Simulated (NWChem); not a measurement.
**CH2BrClOSi (SMILES ClC1(Br)O[SiH2]1): levels of theory compared**

We compute a comparison of 3 runs (HF/STO-3G, HF/3-21G, B3LYP/6-31G*) of CH2BrClOSi. 

The calculation is run with NWChem 7.3.0.

### 1 The system as given

CH2BrClOSi has 7 atoms, charge 0, and is taken as a singlet. SMILES: `ClC1(Br)O[SiH2]1`. The shape is that of a PBE0-D4/def2-TZVP optimisation.

Bond lengths: Cl1–C2 1.753 Å, C2–Br3 1.932 Å, C2–O4 1.406 Å, C2–Si5 1.813 Å, O4–Si5 1.687 Å, Si5–H6 1.475 Å, Si5–H7 1.475 Å. Some angles: Cl1–C2–Br3 111.3°, Cl1–C2–O4 113.7°, Cl1–C2–Si5 123.6°, Br3–C2–O4 113.3°, Br3–C2–Si5 121.8°, O4–C2–Si5 61.7°, C2–O4–Si5 71.1°, C2–Si5–O4 47.2°, C2–Si5–H6 121.2°, C2–Si5–H7 121.3°.

### 2 Energy and forces at HF/STO-3G (run 1)

Contents of sp.nw:

```
start sp
memory stack 880 mb heap 220 mb global 1100 mb
geometry units angstrom noautosym nocenter noautoz
Cl    -0.382500    -1.581800     1.654900
C     -0.129800    -0.797200     0.108300
Br    -0.729300    -1.913000    -1.350400
O      1.175400    -0.304400    -0.069400
Si     0.094000     0.990900    -0.086100
H      0.145300     1.885700     1.085000
H     -0.111900     1.651900    -1.388000
end
basis spherical bse
* library STO-3G
end
scf
singlet
rhf
thresh 1e-08
maxiter 80
end
task scf gradient
```

Run with:

```
nwchem sp.nw > sp.out
```

The log of the run:

```text
[...]
  functions       =    48
[...]
  wavefunction    = RHF
[...]
         Total SCF energy =  -3397.222098916445
      One-electron energy =  -5738.264374252713
      Two-electron energy =   1842.911991541617
 Nuclear repulsion energy =    498.130283794651
        Time for solution =     11.2s
[...]
                         RHF ENERGY GRADIENTS
    atom               coordinates                        gradient
                 x          y          z           x          y          z
   1 Cl     -0.722820  -2.989169   3.127308    0.008739   0.018943  -0.044478
   2 C      -0.245286  -1.506490   0.204657    0.012701  -0.014043   0.045573
   3 Br     -1.378177  -3.615046  -2.551886    0.001994  -0.000342  -0.000228
   4 O       2.221184  -0.575233  -0.131147   -0.030517  -0.002324   0.002645
   5 Si      0.177634   1.872529  -0.162705    0.006149  -0.035743  -0.000608
   6 H       0.274577   3.563456   2.050353    0.002782   0.018764   0.022073
   7 H      -0.211460   3.121638  -2.622940   -0.001848   0.014746  -0.024976
[...]
```

Wall time 20 s (1 thread of Intel Xeon Platinum 8488C (Sapphire Rapids), shared host); peak memory 0.099 GiB.

### 3 Energy and gradient at HF/3-21G (run 2)

Contents of m1.nw:

```
start m1
title "CH2BrClOSi gradient"
memory total 2200 mb
charge 0

geometry noautosym nocenter noautoz
Cl    -0.382500    -1.581800     1.654900
C     -0.129800    -0.797200     0.108300
Br    -0.729300    -1.913000    -1.350400
O      1.175400    -0.304400    -0.069400
Si     0.094000     0.990900    -0.086100
H      0.145300     1.885700     1.085000
H     -0.111900     1.651900    -1.388000
end

basis "ao basis" spherical bse
* library 3-21G
end

scf
thresh 1e-08
maxiter 80
noprint "final vectors analysis"
end

task scf gradient
```

Run with:

```
nwchem m1.nw > m1.out
```

The log of the run:

```text
[...]
  functions       =    70
[...]
  wavefunction    = RHF
[...]
         Total SCF energy =  -3417.935893199700
      One-electron energy =  -5750.107161992041
      Two-electron energy =   1834.040984997691
 Nuclear repulsion energy =    498.130283794651
        Time for solution =      9.8s
[...]
                         RHF ENERGY GRADIENTS
    atom               coordinates                        gradient
                 x          y          z           x          y          z
   1 Cl     -0.722820  -2.989169   3.127308    0.004381   0.014739  -0.036578
   2 C      -0.245286  -1.506490   0.204657    0.023343   0.009322   0.021183
   3 Br     -1.378177  -3.615046  -2.551886    0.003596   0.006283   0.011101
   4 O       2.221184  -0.575233  -0.131147   -0.044268   0.011245   0.002709
   5 Si      0.177634   1.872529  -0.162705    0.008434  -0.048042   0.002849
   6 H       0.274577   3.563456   2.050353    0.002509   0.003539   0.001819
   7 H      -0.211460   3.121638  -2.622940    0.002005   0.002913  -0.003083
[...]
```

Run time: 17 s. Hardware: 1 thread of Intel Xeon Platinum 8488C (Sapphire Rapids), shared host; peak memory 0.098 GiB.

### 4 Energy and gradient at B3LYP/6-31G(d) (Cartesian functions) (run 3)

Contents of run.py:

```python
from ase import Atoms
from ase.calculators.nwchem import NWChem

molecule = Atoms(['Cl', 'C', 'Br', 'O', 'Si', 'H', 'H'], positions=[
    [-0.382500, -1.581800, 1.654900],
    [-0.129800, -0.797200, 0.108300],
    [-0.729300, -1.913000, -1.350400],
    [1.175400, -0.304400, -0.069400],
    [0.094000, 0.990900, -0.086100],
    [0.145300, 1.885700, 1.085000],
    [-0.111900, 1.651900, -1.388000],
])

calc = NWChem(
    label='geom',
    theory='dft',
    memory='2200 mb',
    basis='6-31G*',
    dft={'xc': 'b3lyp', 'mult': '1', 'grid': 'fine', 'convergence': 'energy 1e-08', 'iterations': '100', 'mulliken': None, 'print': 'low'},
)
molecule.calc = calc

forces = molecule.get_forces()
print(f"energy = {molecule.get_potential_energy():.6f} eV")
print("forces (eV/A):")
for s, f in zip(molecule.symbols, forces):
    print(f"{s:2s} {f[0]:10.5f} {f[1]:10.5f} {f[2]:10.5f}")
```

Run with:

```
export ASE_NWCHEM_COMMAND="nwchem PREFIX.nwi > PREFIX.nwo"
python run.py
```

The log of the run:

```text
energy = -93554.574655 eV
forces (eV/A):
Cl   -0.10485   -0.32694    0.68720
C    -0.04438    0.17370   -0.07446
Br   -0.21242   -0.39204   -0.53068
O     0.68227   -0.36227   -0.03106
Si   -0.26971    0.84034   -0.05605
H    -0.02427    0.03466    0.01574
H    -0.02659    0.03255   -0.01080
```

The calculator wrote geom.nwi:

```
title "geom"

permanent_dir geom

scratch_dir geom

start geom

geometry units angstrom nocenter noautosym noautoz
  Cl -3.8250000000000001e-01 -1.5818000000000001e+00 1.6549000000000000e+00
  C  -1.2980000000000000e-01 -7.9720000000000002e-01 1.0829999999999999e-01
  Br -7.2929999999999995e-01 -1.9130000000000000e+00 -1.3504000000000000e+00
  O  1.1754000000000000e+00 -3.0440000000000000e-01 -6.9400000000000003e-02
  Si 9.4000000000000000e-02 9.9090000000000000e-01 -8.6099999999999996e-02
  H  1.4530000000000001e-01 1.8856999999999999e+00 1.0850000000000000e+00
  H  -1.1190000000000000e-01 1.6518999999999999e+00 -1.3879999999999999e+00
end

memory 2200 mb

basis noprint
   * library 6-31G*
end

dft
  xc b3lyp
  mult 1
  grid fine
  convergence energy 1e-08
  iterations 100
  mulliken
  print low
end

task dft gradient
```

geom.nwo, shortened:

```text
[...]
         Total DFT energy =    -3438.067233000803
      One electron energy =    -5767.261768131304
           Coulomb energy =     1986.333458904183
    Exchange-Corr. energy =     -155.269207568332
 Nuclear repulsion energy =      498.130283794650
[... 23 lines left out ...]
    Atom       Charge   Shell Charges
 -----------   ------   -------------------------------------------------------
[...]
                         DFT ENERGY GRADIENTS
    atom               coordinates                        gradient
                 x          y          z           x          y          z
   1 Cl     -0.722820  -2.989169   3.127308    0.002039   0.006358  -0.013364
   2 C      -0.245286  -1.506490   0.204657    0.000863  -0.003378   0.001448
   3 Br     -1.378177  -3.615046  -2.551886    0.004131   0.007624   0.010320
   4 O       2.221184  -0.575233  -0.131147   -0.013268   0.007045   0.000604
   5 Si      0.177634   1.872529  -0.162705    0.005245  -0.016342   0.001090
   6 H       0.274577   3.563456   2.050353    0.000472  -0.000674  -0.000306
   7 H      -0.211460   3.121638  -2.622940    0.000517  -0.000633   0.000210
 Task  times  cpu:      114.9s     wall:      114.9s
 Total times  cpu:      114.9s     wall:      114.9s
```

It took 2 min on 1 thread of Intel Xeon Platinum 8488C (Sapphire Rapids), shared host; peak memory 0.13 GiB.

### 5 The series

| run | level | Cartesian functions | iteration cap | energy (Eh) | dipole moment (D) | largest force (eV/Å) | wall time |
| --- | --- | --- | --- | --- | --- | --- | --- |
| 1 | HF/STO-3G | no | 80 | -3397.222099 | 4.30 | 2.538 | 20 s |
| 2 | HF/3-21G | no | 80 | -3417.935893 | 4.25 | 2.512 | 17 s |
| 3 | B3LYP/6-31G* (Cartesian functions) | yes | 100 | -3438.067233 | – | 0.884 | 2 min |

### 6 What came out

```
                       quantity           value
            run 3: total energy  -3438.06723 Eh
run 3: largest force on an atom      0.884 eV/Å
```

What this shows: In run 1 the basis is minimal, so the values are rough. All runs together took 2.6 min, the longest 2 min.
